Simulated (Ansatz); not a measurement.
Runs of Ansatz 0.2.0 on TaV. It takes space group Cmmm (No. 65, orthorhombic). The conventional cell has a = 3.213 Å, b = 4.616 Å, c = 4.341 Å, α = 90.00°, β = 90.00°, γ = 90.00°. Ta (site symmetry mmm) has 4 V at 2.70 Å and 4 Ta at 2.81 Å as nearest neighbours. V (site symmetry mmm) is surrounded by 4 Ta at 2.70 Å and 4 V at 2.81 Å. The cell comes from a database or a generator and needn't be the stable form of this composition.

```csv
potentials or basis,cutoff (eV),V0 of scaled cells (Å³/atom),B0 (GPa)
Ansatz PAW earlier set,930,16.09,182
JTH PAW,1410,16.12,183
Ansatz PAW earlier set,840,16.09,182
SPMS NC,844,16.10,(a)
Ansatz PAW,420,16.10,183
```

Alike in all rows: task equation of state; level PBE; spin collinear, ferromagnetic start; cell as given; k mesh 10 × 10 × 6; smearing fermi-dirac 0.05 eV.

Estimate the missing entries.

(a) 181.

Caveats: the cell was scaled at fixed shape and fractional positions, which overstates the stiffness of a crystal with free parameters, most of all of layers and chains.
